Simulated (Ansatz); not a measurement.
**C₂₆H₂₆Se₄Si₂: geometry, orbitals and charge**

What does C₂₆H₂₆Se₄Si₂ look like as a singlet, and where do its frontier electrons sit?

Computed with Ansatz 0.2.0, Gaussian basis. Level: RKS PBE0-D4/def2-SVP.

The runs, in order: relaxation at PBE-D4/def2-SVP; a single point at PBE0-D4/def2-SVP.

1 further run of the same task is left out (set aside as unsound or not needed). Runs told in other sessions of the task aren't counted.

**1. Starting geometry**

SMILES `C[Si](C)(C)C#Cc1ccc(-c2ccc(-c3ccc(-c4ccc(C#C[Si](C)(C)C)[se]4)[se]3)[se]2)[se]1`, 58 atoms, charge 0, spin multiplicity 1.

Atoms are counted from 1 here; the program's logs count them from 0.

Bond lengths: C1–Si2 1.906 Å, C1–H33 1.085 Å, C1–H34 1.086 Å, C1–H35 1.086 Å, Si2–C3 1.906 Å, Si2–C4 1.907 Å, Si2–C5 1.857 Å, C3–H36 1.086 Å, C3–H37 1.086 Å, C3–H38 1.086 Å, C4–H39 1.086 Å, C4–H40 1.086 Å, C4–H41 1.086 Å, C5–C6 1.213 Å, C6–C7 1.394 Å, C7–C8 1.375 Å, C7–Se32 1.886 Å, C8–C9 1.400 Å and more. Angles: Si2–C1–H33 111.6°, Si2–C1–H34 111.4°, Si2–C1–H35 110.9°, H33–C1–H34 107.7°, H33–C1–H35 107.5°, H34–C1–H35 107.6°, C1–Si2–C3 109.6°, C1–Si2–C4 111.2°, C1–Si2–C5 108.7°, C3–Si2–C4 111.2°, C3–Si2–C5 108.6°, C4–Si2–C5 107.4°, Si2–C3–H36 110.9°, Si2–C3–H37 111.4°, Si2–C3–H38 111.5°, H36–C3–H37 107.6°, H36–C3–H38 107.5°, H37–C3–H38 107.7° and more.

The start is a GFN2-xTB geometry.

**2. Relaxation at PBE-D4/def2-SVP**

Contents of in.yaml:

```yaml
crystal:
  periodic: [false, false, false]
  atoms:
    - {symbol: C, position_ang: [11.489240, -2.844370, 0.680040]}
    - {symbol: Si, position_ang: [11.369460, -0.946020, 0.796440]}
    - {symbol: C, position_ang: [11.716190, -0.392610, 2.587590]}
    - {symbol: C, position_ang: [12.560880, -0.102080, -0.430240]}
    - {symbol: C, position_ang: [9.645580, -0.428580, 0.340240]}
    - {symbol: C, position_ang: [8.534190, -0.064070, 0.017430]}
    - {symbol: C, position_ang: [7.269540, 0.375570, -0.370950]}
    - {symbol: C, position_ang: [7.003900, 1.378940, -1.273150]}
    - {symbol: C, position_ang: [5.648950, 1.642830, -1.503680]}
    - {symbol: C, position_ang: [4.759340, 0.862550, -0.795260]}
    - {symbol: C, position_ang: [3.336270, 0.927810, -0.842420]}
    - {symbol: C, position_ang: [2.570790, 1.784450, -1.604000]}
    - {symbol: C, position_ang: [1.188090, 1.638610, -1.469310]}
    - {symbol: C, position_ang: [0.763680, 0.664000, -0.593750]}
    - {symbol: C, position_ang: [-0.583370, 0.334420, -0.292370]}
    - {symbol: C, position_ang: [-1.052620, -0.628700, 0.570210]}
    - {symbol: C, position_ang: [-2.445090, -0.732790, 0.667690]}
    - {symbol: C, position_ang: [-3.166000, 0.143390, -0.108990]}
    - {symbol: C, position_ang: [-4.577160, 0.270530, -0.215310]}
    - {symbol: C, position_ang: [-5.250050, 1.169840, -1.011180]}
    - {symbol: C, position_ang: [-6.645770, 1.110720, -0.955650]}
    - {symbol: C, position_ang: [-7.160320, 0.157200, -0.109200]}
    - {symbol: C, position_ang: [-8.516470, -0.080090, 0.104730]}
    - {symbol: C, position_ang: [-9.707330, -0.253200, 0.260290]}
    - {symbol: Si, position_ang: [-11.554230, -0.389280, 0.393250]}
    - {symbol: C, position_ang: [-12.132950, -1.905690, -0.605990]}
    - {symbol: C, position_ang: [-12.050940, -0.585340, 2.221970]}
    - {symbol: C, position_ang: [-12.270040, 1.221180, -0.335240]}
    - {symbol: Se, position_ang: [-5.785870, -0.811260, 0.748260]}
    - {symbol: Se, position_ang: [-2.013170, 1.255680, -1.105370]}
    - {symbol: Se, position_ang: [2.241560, -0.213130, 0.182410]}
    - {symbol: Se, position_ang: [5.671300, -0.363980, 0.305290]}
    - {symbol: H, position_ang: [11.132970, -3.208430, -0.278520]}
    - {symbol: H, position_ang: [12.513520, -3.184800, 0.802180]}
    - {symbol: H, position_ang: [10.890860, -3.317910, 1.452530]}
    - {symbol: H, position_ang: [11.142500, -0.985630, 3.293530]}
    - {symbol: H, position_ang: [12.766410, -0.504710, 2.841690]}
    - {symbol: H, position_ang: [11.448370, 0.648090, 2.741690]}
    - {symbol: H, position_ang: [12.360010, -0.415710, -1.450340]}
    - {symbol: H, position_ang: [13.597110, -0.342610, -0.209340]}
    - {symbol: H, position_ang: [12.458270, 0.978490, -0.395770]}
    - {symbol: H, position_ang: [7.797070, 1.917750, -1.764120]}
    - {symbol: H, position_ang: [5.326810, 2.405350, -2.192160]}
    - {symbol: H, position_ang: [3.007750, 2.518640, -2.258990]}
    - {symbol: H, position_ang: [0.478820, 2.246640, -2.014150]}
    - {symbol: H, position_ang: [-0.374350, -1.256030, 1.130850]}
    - {symbol: H, position_ang: [-2.936450, -1.452160, 1.306420]}
    - {symbol: H, position_ang: [-4.715630, 1.872990, -1.635210]}
    - {symbol: H, position_ang: [-7.284250, 1.760420, -1.530370]}
    - {symbol: H, position_ang: [-11.886710, -1.804150, -1.658500]}
    - {symbol: H, position_ang: [-11.661730, -2.815170, -0.245830]}
    - {symbol: H, position_ang: [-13.208240, -2.041120, -0.530620]}
    - {symbol: H, position_ang: [-11.745620, 0.273920, 2.811110]}
    - {symbol: H, position_ang: [-11.592230, -1.465540, 2.661920]}
    - {symbol: H, position_ang: [-13.127190, -0.690400, 2.327100]}
    - {symbol: H, position_ang: [-11.904950, 2.090000, 0.204280]}
    - {symbol: H, position_ang: [-13.354870, 1.235590, -0.286670]}
    - {symbol: H, position_ang: [-11.985830, 1.340000, -1.376520]}
basis:
  gaussian: {orbitals: def2-SVP, fitting: {mean_field: def2-universal-jkfit}}
hamiltonian: {xc: pbe, dispersion: d4}
scf: {lower_state_search: "off"}
output: {orbitals: {seedname: orbitals}}
relax: {f_tol: 0.03, max_steps: 70}
```

On the command line:

```console
> ansatz run in.yaml --threads 2 --pin off --events-out ev --progress --plain --max-ram 20480MiB --backend cuda --devices 0, --max-vram 18GiB
```

The runs that follow: Single point, PBE0-D4/def2-SVP.

Q: Predict the results of all the runs planned. Wanted: point group; commonest bond, hydrogen aside; HOMO, LUMO at PBE0-D4/def2-SVP; dipole at PBE-D4/def2-SVP.

As calculated:

```
                      quantity                           value
                   point group                              C1
commonest bond, hydrogen aside  C–C, 19 of mean length 1.390 Å
HOMO, LUMO at PBE0-D4/def2-SVP                 -5.32, -2.65 eV
     dipole at PBE-D4/def2-SVP                          0.31 D
```

The molecule keeps its bonding pattern by the stored test; the atoms moved 0.51 Å (rms). No usable vibrations, so a minimum isn't proven. The HOMO lies nearest to 5 C atoms about 7 % each and the LUMO to 5 C atoms about 6 % each; Se30, Se31 about 6 % each. The point group is read from a loosely relaxed geometry; soft torsions can leave it below the true symmetry.
